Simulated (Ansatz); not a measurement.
## ScAu4: equation of state with PBE

Crystal: ScAu4.

```
Au Sc
1.0
    -3.30473    3.30473    2.03300
     3.30473   -3.30473    2.03300
     3.30473    3.30473   -2.03300
Au Sc
4 1
Direct
  0.60235 0.79718 0.39953
  0.39765 0.20282 0.60047
  0.79718 0.39765 0.19482
  0.20282 0.60235 0.80518
  0.00000 0.00000 0.00000
```

The cell comes from a database or a generator and needn't be the stable form of this composition.

```
Program             : Ansatz 0.2.0
Task                : equation of state
Functional          : PBE
Potentials or basis : Ansatz PAW
Cutoff              : 420 eV
Density cutoff      : 1680 eV
k mesh              : 8 × 8 × 8
Occupations         : fermi-dirac, width 0.05 eV
Spin                : no spin polarisation
```

| Quantity | Value |
| --- | --- |
| Equilibrium volume | 18.12 Å³/atom |
| Bulk modulus at fixed shape and positions | 130 GPa |
| Pressure derivative of the bulk modulus | 5.4 |

Energy against volume, from the lowest point:
```csv
volume (Å³/atom),energy (meV/atom)
16.697,54.55
17.052,29.41
17.407,12.58
17.762,3.06
18.118,0.00
18.473,2.63
18.828,10.27
```

All runs of the series together: 53 s on 2 threads of Arm Neoverse V1, on a shared host.

Caveat: the cell was scaled at fixed shape and fractional positions, which overstates the stiffness of a crystal with free parameters, most of all of layers and chains. The run has no spin-orbit coupling, so splittings on Au are missing.
